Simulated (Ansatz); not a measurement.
# C: the cost of one run

Computed with Ansatz 0.2.0 (DFT r²SCAN, scalar-relativistic, plane waves, PAW (the target; the first runs use scalar-relativistic PBE), unless a step's input says otherwise).

### 1 The system as given

The structure is hexagonal, space group P6_3/mmc (No. 194). The conventional cell has a = 2.464 Å, b = 2.464 Å, c = 6.711 Å, α = 90.00°, β = 90.00°, γ = 120.00°. C (site symmetry -6m2) has 3 C at 1.42 Å as nearest neighbours.

Structure file:

```xyz
4
Lattice="2.4640 0.0000 0.0000 -1.2320 2.1339 0.0000 0.0000 0.0000 6.7110" Properties=species:S:1:pos:R:3 pbc="T T T"
C     0.0000    0.0000    1.6778
C     0.0000    0.0000    5.0333
C     0.0000    1.4226    1.6778
C     1.2320    0.7113    5.0333
```

### 2 Full relaxation (PBE, 10×10×4 mesh)

Contents of input.yaml:

```yaml
crystal:
  lattice:
    - [2.464, 0.0, 0.0]
    - [-1.232, 2.1338865949, 0.0]
    - [0.0, 0.0, 6.711]
  atoms:
    - { symbol: C, position: [0.0, 0.0, 0.25] }
    - { symbol: C, position: [0.0, 0.0, 0.75] }
    - { symbol: C, position: [0.3333333333, 0.6666666667, 0.25] }
    - { symbol: C, position: [0.6666666667, 0.3333333333, 0.75] }
basis:
  ecutwfc: 420
  ecutrho_ratio: 4
kpoints:
  mp_grid: { grid: [10, 10, 4] }
hamiltonian:
  xc: pbe
scf:
  occupations: { method: gaussian, width: 0.05 }
output:
  forces: true
  stress: true
  eigenvalues: true
relax:
  f_tol: 0.03
  max_steps: 60
  cell: { stress_tol: 0.3 }
```

Q: Estimate wall time and peak memory on 8 threads of an x86-64 CPU, shared host.

About 2.7 s, with a peak of 0.4 GiB.
